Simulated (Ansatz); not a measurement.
# C8H16O2: the cost of one run

Program: Ansatz 0.2.0, Gaussian basis. Level of theory: the settings change from run to run. These are calculated values, not measurements.

### Step 1. The molecule

The structure was relaxed beforehand with PBE0-D4 in a triple-zeta def2 set.

SMILES `CC(C)COC(=O)C(C)C`, 26 atoms, charge 0, spin multiplicity 1.

Atoms are counted from 1 here; the program's logs count them from 0.

Bond lengths: C1–C2 1.521 Å, C1–H11 1.091 Å, C1–H12 1.095 Å, C1–H13 1.093 Å, C2–C3 1.522 Å, C2–C4 1.513 Å, C2–H14 1.097 Å, C3–H15 1.094 Å, C3–H16 1.093 Å, C3–H17 1.092 Å, C4–O5 1.429 Å, C4–H18 1.094 Å, C4–H19 1.095 Å, O5–C6 1.339 Å, C6–O7 1.202 Å, C6–C8 1.511 Å, C8–C9 1.525 Å, C8–C10 1.525 Å and more. Angles: C2–C1–H11 111.4°, C2–C1–H12 110.6°, C2–C1–H13 110.9°, H11–C1–H12 108.0°, H11–C1–H13 108.1°, H12–C1–H13 107.7°, C1–C2–C3 111.4°, C1–C2–C4 111.5°, C1–C2–H14 108.6°, C3–C2–C4 109.2°, C3–C2–H14 108.5°, C4–C2–H14 107.4°, C2–C3–H15 110.9°, C2–C3–H16 111.7°, C2–C3–H17 110.8°, H15–C3–H16 107.8°, H15–C3–H17 107.6°, H16–C3–H17 107.9° and more.

Coordinates:

```
C    -0.81181   -1.66415   -1.71422
C    -0.10575   -0.37478   -2.10429
C    -0.50235    0.07457   -3.50279
C    -0.39796    0.73773   -1.12167
O     0.09102    0.35123    0.16386
C    -0.14348    1.20804    1.16579
O    -0.72641    2.24973    1.02057
C     0.40966    0.69856    2.47594
C     1.92401    0.53768    2.40240
C    -0.27279   -0.60326    2.88191
H    -0.52426   -1.98857   -0.71296
H    -1.89791   -1.52680   -1.72597
H    -0.57074   -2.46750   -2.41430
H     0.97696   -0.55033   -2.08827
H    -1.57607    0.27931   -3.55703
H     0.02715    0.98300   -3.80090
H    -0.27747   -0.70153   -4.23739
H     0.08634    1.67209   -1.41868
H    -1.47305    0.93258   -1.05193
H     0.16397    1.47622    3.20276
H     2.41260    1.47181    2.11642
H     2.19749   -0.22847    1.67440
H     2.31513    0.23755    3.37726
H    -1.35760   -0.48744    2.93490
H     0.08114   -0.91904    3.86598
H    -0.04781   -1.39824    2.16820
```

### Step 2. rPW86-PBE/cc-pVDZ

Options: multiplicity 3, atoms shaken by 0.03 Å, D4 dispersion, high accuracy.

The input, in.yaml:

```yaml
crystal:
  periodic: [false, false, false]
  atoms:
    - {symbol: C, position_ang: [-0.831454, -1.689231, -1.675658]}
    - {symbol: C, position_ang: [-0.110041, -0.347806, -2.139087]}
    - {symbol: C, position_ang: [-0.508808, 0.036549, -3.434126]}
    - {symbol: C, position_ang: [-0.412837, 0.772630, -1.116611]}
    - {symbol: O, position_ang: [0.086040, 0.300339, 0.150786]}
    - {symbol: C, position_ang: [-0.189011, 1.245326, 1.095579]}
    - {symbol: O, position_ang: [-0.676657, 2.212206, 1.003576]}
    - {symbol: C, position_ang: [0.430947, 0.738927, 2.422180]}
    - {symbol: C, position_ang: [1.899719, 0.560999, 2.350878]}
    - {symbol: C, position_ang: [-0.303094, -0.553233, 2.873507]}
    - {symbol: H, position_ang: [-0.532529, -1.993727, -0.690116]}
    - {symbol: H, position_ang: [-1.894145, -1.590656, -1.678923]}
    - {symbol: H, position_ang: [-0.552096, -2.477799, -2.473547]}
    - {symbol: H, position_ang: [0.960941, -0.538748, -2.080133]}
    - {symbol: H, position_ang: [-1.541506, 0.300573, -3.496119]}
    - {symbol: H, position_ang: [-0.006424, 0.945473, -3.819144]}
    - {symbol: H, position_ang: [-0.319888, -0.701849, -4.254998]}
    - {symbol: H, position_ang: [0.048019, 1.688302, -1.415263]}
    - {symbol: H, position_ang: [-1.493373, 0.940470, -1.036965]}
    - {symbol: H, position_ang: [0.157396, 1.440232, 3.191255]}
    - {symbol: H, position_ang: [2.415236, 1.481114, 2.135285]}
    - {symbol: H, position_ang: [2.192599, -0.244805, 1.642348]}
    - {symbol: H, position_ang: [2.289464, 0.204841, 3.372498]}
    - {symbol: H, position_ang: [-1.394586, -0.458964, 2.911972]}
    - {symbol: H, position_ang: [0.059653, -0.868296, 3.860113]}
    - {symbol: H, position_ang: [-0.058048, -1.410085, 2.165946]}
basis:
  gaussian: {orbitals: cc-pVDZ}
magnetization: {spin_polarized: true, initial_magnetization: 2}
hamiltonian: {xc: {name: rPW86-PBE}, dispersion: d4}
accuracy: high
output: {forces: true}
```

Launch:

```console
$ ansatz run in.yaml --threads 4 --pin off --events-out ev --progress --plain --max-ram 63488MiB --backend cpu
```

**Question.** How long does this run take on 4 threads of AMD EPYC 7R13, shared host, and how much memory does it need?

About 53 s, with a peak of 2.5 GiB.
